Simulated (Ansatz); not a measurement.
## CH₅BNP, SMILES N#C[BH2-][PH3+]: harmonic frequencies at the relaxed geometry, step by step

Computed with the Ansatz DFT code, driven from Python.

The cells in order, each with its output:

In [1]:
```python
import ansatz as az
import numpy as np
```

In [2]:
```python
geometry_ang = [
    ('N', (2.5849, -0.9768, -0.2439)),
    ('C', (1.675, -0.2694, -0.1406)),
    ('B', (0.4611, 0.6745, -0.0028)),
    ('P', (-1.1308, -0.3482, 0.0695)),
    ('H', (0.5669, 1.3141, 0.9963)),
    ('H', (0.4193, 1.4071, -0.9409)),
    ('H', (-1.258, -1.1036, -1.1116)),
    ('H', (-2.2351, 0.5156, 0.1951)),
    ('H', (-1.0834, -1.2135, 1.1788)),
]
molecule = az.Crystal.molecule()
for symbol, xyz in geometry_ang:
    molecule = molecule.atom(symbol, xyz)
```

In [3]:
```python
job = (
    molecule.calculation()
    .basis(gaussian='def2-SVP')
    .functional('pbe')
)
symbols = [site.symbol for site in molecule.cartesian_sites]
start = np.array([site.position_ang for site in molecule.cartesian_sites], dtype=float)
def progress(event):
    if event['event'] == 'relax_step':
        row = event['data']
        print(f'step {row["step"]:3d}  E = {row["lagrangian_ev"]:.6f} eV  max force {row["allowed_force_max_ev_ang"]:.4f} eV/A')
```

In [4]:
```python
rep = job.relax(force_tolerance=0.003).session().plan().execute(on_event=progress).report
end = np.array(rep['positions_ang'])

print('bond        before    after (A)')
for i, j in [(0, 1), (1, 2), (2, 3), (2, 4), (2, 5), (3, 6), (3, 7), (3, 8)]:
    d0, d1 = (np.linalg.norm(xyz[i] - xyz[j]) for xyz in (start, end))
    print(f'{symbols[i]}{i}-{symbols[j]}{j}'.ljust(10), f'{d0:8.4f} {d1:8.4f}')
```
```text
step   1  E = -12558.435227 eV  max force 1.6981 eV/A
step   2  E = -12558.725847 eV  max force 0.4433 eV/A
step   3  E = -12558.739690 eV  max force 0.2114 eV/A
step   4  E = -12558.742161 eV  max force 0.0493 eV/A
step   5  E = -12558.742448 eV  max force 0.0318 eV/A
step   6  E = -12558.742547 eV  max force 0.0191 eV/A
step   7  E = -12558.742607 eV  max force 0.0052 eV/A
step   8  E = -12558.742616 eV  max force 0.0018 eV/A
bond        before    after (A)
N0-C1        1.1572   1.1748
C1-B2        1.5439   1.5661
B2-P3        1.8935   1.9510
B2-H4        1.1910   1.2267
B2-H5        1.1910   1.2267
P3-H6        1.4078   1.4267
P3-H7        1.4076   1.4256
P3-H8        1.4077   1.4267
```

In [5]:
```python
minimum = az.Crystal.molecule()
for symbol, xyz in zip(symbols, end):
    minimum = minimum.atom(symbol, xyz.tolist())
vibrating = minimum.calculation().basis(gaussian='def2-SVP').functional('pbe').phonons(temperatures=(200, 600, 100))
vib = vibrating.run(threads=1).report['vibrations']
sums = vib['harmonic_sums']
modes = [m['omega_inv_cm'] for m in sums['modes_at_gamma'] if m['rigid_motion'] == 'no']
for number, w in enumerate(modes, start=1):
    print(f'mode {number:2d} {w:9.1f} 1/cm {w / 8065.544 * 1000:8.2f} meV')
print('imaginary modes:', sum(w < 0 for w in modes), ' zero-point energy:', round(sums['zero_point_energy_ev'], 4), 'eV')
print('T (K)   F_vib (eV)   S_vib (meV/K)   C_vib (meV/K)')
for row in zip(sums['temperatures_k'], sums['vibrational_free_energy_ev'], vib['entropy_ev_per_k'], vib['heat_capacity_ev_per_k']):
    print(f'{row[0]:6.1f} {row[1]:11.4f} {1000 * row[2]:13.4f} {1000 * row[3]:15.4f}')
```
```text
mode  1     110.4 1/cm    13.69 meV
mode  2     163.2 1/cm    20.23 meV
mode  3     327.9 1/cm    40.66 meV
mode  4     377.9 1/cm    46.85 meV
mode  5     377.9 1/cm    46.86 meV
mode  6     485.5 1/cm    60.19 meV
mode  7     640.4 1/cm    79.40 meV
mode  8     751.0 1/cm    93.11 meV
mode  9     807.1 1/cm   100.07 meV
mode 10     900.5 1/cm   111.65 meV
mode 11     957.5 1/cm   118.71 meV
mode 12    1018.6 1/cm   126.29 meV
mode 13    1064.1 1/cm   131.93 meV
mode 14    1070.6 1/cm   132.74 meV
mode 15    1099.9 1/cm   136.36 meV
mode 16    2243.7 1/cm   278.19 meV
mode 17    2397.9 1/cm   297.30 meV
mode 18    2419.9 1/cm   300.03 meV
mode 19    2426.3 1/cm   300.82 meV
mode 20    2440.7 1/cm   302.61 meV
mode 21    2499.2 1/cm   309.87 meV
imaginary modes: 0  zero-point energy: 1.5238 eV
T (K)   F_vib (eV)   S_vib (meV/K)   C_vib (meV/K)
 200.0      1.5021        0.2844          0.4027
 300.0      1.4634        0.4903          0.6232
 400.0      1.4040        0.6956          0.8058
 500.0      1.3246        0.8915          0.9501
 600.0      1.2261        1.0754          1.0679
```

In [6]:
```python
heavier = vibrating.phonons(masses={'H': 2.014102}).run(threads=1).report['vibrations']['harmonic_sums']
print('deuterated (1/cm):', ' '.join(f'{m["omega_inv_cm"]:.0f}' for m in heavier['modes_at_gamma'] if m['rigid_motion'] == 'no'))
print('zero-point energy falls by', round(sums['zero_point_energy_ev'] - heavier['zero_point_energy_ev'], 4), 'eV')
```
```text
deuterated (1/cm): 102 121 256 311 334 430 552 626 675 679 724 763 766 787 937 1713 1743 1749 1775 1864 2244
zero-point energy falls by 0.3366 eV
```

Caveats:
- Total energies depend on the basis set; only differences at equal settings carry meaning.
- The frequencies are harmonic and unscaled, in a modest basis. The result belongs to the one conformer reached from this start, and soft torsions count as harmonic oscillators.
- Hardware and time: 90 s on 1 thread of Arm Neoverse V2 (shared host), peak memory 0.21 GiB.

(Lines on the test bed's own set-up are left out of the output.)
